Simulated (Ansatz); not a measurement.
**C4H8Si: one species, many methods**

How much do the methods differ for C4H8Si? The plan is to run it at one geometry with functionals of several rungs and with coupled cluster, and see how far each lands from CCSD(T) at the basis-set limit for the atomisation energy.

Method: functionals in def2-TZVPP, the program's frozen cores in correlated methods; program: Ansatz 0.2.0, Gaussian basis.

Plan: PBE-D4, r2SCAN-D4, PBE0-D4, B3LYP-D4, ωB97X-V, ωB97M-V, B2PLYP; CCSD(T)/def2-TZVPP; MP2/def2-QZVPP; extrapolation to the limit.

**1. The relaxed structure**

An earlier PBE0-D4 in a triple-zeta def2 set relaxation fixed the geometry.

SMILES `C#CCC[SiH3]`, 13 atoms, charge 0, spin multiplicity 1.

Atoms are counted from 1 here; the program's logs count them from 0.

Bond lengths: C1–C2 1.201 Å, C1–H6 1.064 Å, C2–C3 1.454 Å, C3–C4 1.533 Å, C3–H7 1.096 Å, C3–H8 1.096 Å, C4–Si5 1.878 Å, C4–H9 1.094 Å, C4–H10 1.094 Å, Si5–H11 1.487 Å, Si5–H12 1.489 Å, Si5–H13 1.489 Å. Angles: C2–C1–H6 179.6°, C1–C2–C3 178.6°, C2–C3–C4 112.8°, C2–C3–H7 108.8°, C2–C3–H8 108.8°, C4–C3–H7 110.1°, C4–C3–H8 110.1°, H7–C3–H8 106.0°, C3–C4–Si5 113.4°, C3–C4–H9 109.7°, C3–C4–H10 109.7°, Si5–C4–H9 108.8°, Si5–C4–H10 108.8°, H9–C4–H10 106.2°, C4–Si5–H11 110.4°, C4–Si5–H12 110.3°, C4–Si5–H13 110.3°, H11–Si5–H12 108.9° and more.

**2. PBE-D4 (GGA)**

Contents of in.yaml:

```yaml
crystal:
  periodic: [false, false, false]
  atoms:
    - {symbol: C, position_ang: [-2.866367, -0.735709, 1.097604]}
    - {symbol: C, position_ang: [-1.845638, -0.176478, 0.803103]}
    - {symbol: C, position_ang: [-0.598048, 0.470101, 0.431083]}
    - {symbol: C, position_ang: [0.358485, -0.468186, -0.314231]}
    - {symbol: Si, position_ang: [1.976950, 0.350665, -0.802398]}
    - {symbol: H, position_ang: [-3.773540, -1.225106, 1.361958]}
    - {symbol: H, position_ang: [-0.824207, 1.345264, -0.188062]}
    - {symbol: H, position_ang: [-0.116340, 0.856393, 1.336152]}
    - {symbol: H, position_ang: [0.577835, -1.340864, 0.308458]}
    - {symbol: H, position_ang: [-0.129573, -0.851341, -1.215566]}
    - {symbol: H, position_ang: [2.848907, -0.614729, -1.522080]}
    - {symbol: H, position_ang: [1.717481, 1.518051, -1.689084]}
    - {symbol: H, position_ang: [2.694555, 0.837340, 0.407763]}
basis:
  gaussian: {orbitals: def2-TZVPP}
hamiltonian: {xc: pbe, dispersion: d4}
output: {forces: true, orbitals: {seedname: orbitals}}
```

The run is started by

```bash
$ ansatz run in.yaml --threads 4 --pin off --events-out ev --progress --plain --max-ram 10444MiB
```

Further steps of the session: r2SCAN-D4 (meta-GGA); PBE0-D4 (hybrid); B3LYP-D4 (hybrid); ωB97X-V (range-separated); ωB97M-V (range-separated); B2PLYP (double hybrid); CCSD(T) in def2-TZVPP; MP2 in def2-QZVPP.

Before running them: what should the planned runs give, taken together? Wanted: atomisation energy, CCSD(T)/CBS; farthest; mean size of error, hybrid; mean size of error, range-separated; gap, smallest and largest; T1 diagnostic; triples share of the correlation energy.

**Answer**, as computed:

```
                               quantity                                           value
        atomisation energy, CCSD(T)/CBS                                 1205.3 kcal/mol
functionals within 6.0 kcal/mol (0.5 %)  r2SCAN-D4, PBE0-D4, B3LYP-D4, ωB97X-V, ωB97M-V
                               farthest                         PBE-D4 (+20.5 kcal/mol)
             mean size of error, hybrid                                    3.3 kcal/mol
    mean size of error, range-separated                                    2.6 kcal/mol
              gap, smallest and largest            6.12 eV (PBE-D4), 12.48 eV (ωB97X-V)
                          T1 diagnostic                                          0.0112
triples share of the correlation energy                                           4.2 %
```

What this shows: PBE-D4 misses by +20.5 kcal/mol. Double hybrids carry the basis error of their MP2 part in triple zeta, and no dispersion term here, so their miss is partly the set-up's. The reference freezes the cores and leaves out relativity and excitations past (T), so misses under about 6.0 kcal/mol can't be ranked. Hartree-Fock recovers 75 % of the binding; the rest is correlation. The gap grows from 6.1 to 12.5 eV across the functionals, mostly with the share of exact exchange.
